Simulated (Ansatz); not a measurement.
# H4N2S2W: one species, many methods

One table from this session's results is given with a row withheld; the runs are named, their logs left out.

The runs use Ansatz 0.2.0, Gaussian basis; functionals in def2-TZVPP, the program's frozen cores in correlated methods.

Levels to be run: LDA (SPW92), PBE-D4, revPBE-D4, BLYP-D4, r2SCAN-D4, B97M-V, PBE0-D4, B3LYP-D4, r2SCANh-D4, r2SCAN0-D4, HSE06-D4, BHLYP-D4, CAM-B3LYP-D4, LC-ωPBE, ωB97X-V, ωB97M-V, B2PLYP, PBE-QIDH; CCSD(T)/def2-SVP; CCSD(T)/def2-TZVPP; MP2/def2-QZVPP; extrapolation to the limit; RPA on PBE.

1 further run of the same task is left out (for a known fault of the program). Runs told in other sessions of the task aren't counted.

**The relaxed structure**

The geometry comes from an earlier relaxation with PBE0-D4 in a triple-zeta def2 set; it is a stationary point, not always the lowest conformer. W takes the def2 core potential; no spin-orbit term is included.

SMILES `[NH2][W]([NH2])(=[S])=[S]`, 9 atoms, charge 0, spin multiplicity 1.

Atoms are counted from 1 here; the program's logs count them from 0.

Bond lengths: N1–W2 1.932 Å, N1–H6 1.008 Å, N1–H7 1.008 Å, W2–N3 1.932 Å, W2–S4 2.129 Å, W2–S5 2.129 Å, N3–H8 1.008 Å, N3–H9 1.008 Å. Angles: W2–N1–H6 123.9°, W2–N1–H7 123.9°, H6–N1–H7 112.1°, N1–W2–N3 111.1°, N1–W2–S4 107.9°, N1–W2–S5 107.9°, N3–W2–S4 107.9°, N3–W2–S5 107.9°, S4–W2–S5 114.4°, W2–N3–H8 123.9°, W2–N3–H9 123.9°, H8–N3–H9 112.1°.

The first run:

in.yaml

```yaml
crystal:
  periodic: [false, false, false]
  atoms:
    - {symbol: N, position_ang: [-1.087458, 1.254349, -0.133632]}
    - {symbol: W, position_ang: [0.221327, -0.102449, -0.555277]}
    - {symbol: N, position_ang: [0.732435, -1.090012, 1.024308]}
    - {symbol: S, position_ang: [-0.672980, -1.470816, -1.919964]}
    - {symbol: S, position_ang: [1.958118, 0.875943, -1.304204]}
    - {symbol: H, position_ang: [-2.083987, 1.106130, -0.173104]}
    - {symbol: H, position_ang: [-0.853880, 2.203271, 0.114529]}
    - {symbol: H, position_ang: [0.278246, -1.936814, 1.329653]}
    - {symbol: H, position_ang: [1.508178, -0.839583, 1.617691]}
basis:
  gaussian: {orbitals: def2-TZVPP}
hamiltonian: {xc: lda}
output: {orbitals: {seedname: orbitals}}
```

Run with:

```console
$ ansatz run in.yaml --threads 4 --pin off --events-out ev --progress --plain --max-ram 10444MiB
```

Steps of the session up to this table: LDA; PBE-D4 (GGA); revPBE-D4 (GGA); BLYP-D4 (GGA); r2SCAN-D4 (meta-GGA); B97M-V (meta-GGA); PBE0-D4 (hybrid); B3LYP-D4 (hybrid); r2SCANh-D4 (hybrid); r2SCAN0-D4 (hybrid); HSE06-D4 (hybrid); BHLYP-D4 (hybrid); CAM-B3LYP-D4 (range-separated); LC-ωPBE (range-separated); ωB97X-V (range-separated); ωB97M-V (range-separated); B2PLYP (double hybrid); PBE-QIDH (double hybrid).

One of the session's tables, all rows but one given; the rest of the session is left out.

It belongs to the step «Orbital energies across the functionals». 

| functional | HOMO (eV) | LUMO (eV) | gap (eV) |
| --- | --- | --- | --- |
| LDA (SPW92) | -6.08 | -3.27 | 2.81 |
| PBE-D4 | -5.94 | -3.11 | 2.83 |
| revPBE-D4 | -5.88 | -3.05 | 2.83 |
| BLYP-D4 | ? | ? | ? |
| r2SCAN-D4 | -6.22 | -3.08 | 3.13 |
| B97M-V | -6.26 | -3.00 | 3.27 |
| PBE0-D4 | -7.06 | -2.44 | 4.62 |
| B3LYP-D4 | -6.81 | -2.58 | 4.22 |
| r2SCANh-D4 | -6.62 | -2.82 | 3.80 |
| r2SCAN0-D4 | -7.24 | -2.42 | 4.82 |
| HSE06-D4 | -6.67 | -2.81 | 3.86 |
| BHLYP-D4 | -8.00 | -1.57 | 6.43 |
| CAM-B3LYP-D4 | -8.24 | -1.39 | 6.85 |
| LC-ωPBE | -9.56 | -0.42 | 9.13 |
| ωB97X-V | -9.22 | -0.45 | 8.77 |
| ωB97M-V | -9.06 | -0.46 | 8.60 |

Estimate the missing values for BLYP-D4.

Worked estimate for «HOMO (eV)». Against the share of exact exchange, B3LYP-D4 (0.2, -6.81), BHLYP-D4 (0.5, -8.00) give a slope of -3.97 per unit share; at 0 the line stands at -6.02.

The run gave: HOMO (eV): -5.75; LUMO (eV): -2.95; gap (eV): 2.80. In «HOMO (eV)» the line misses by -0.27.
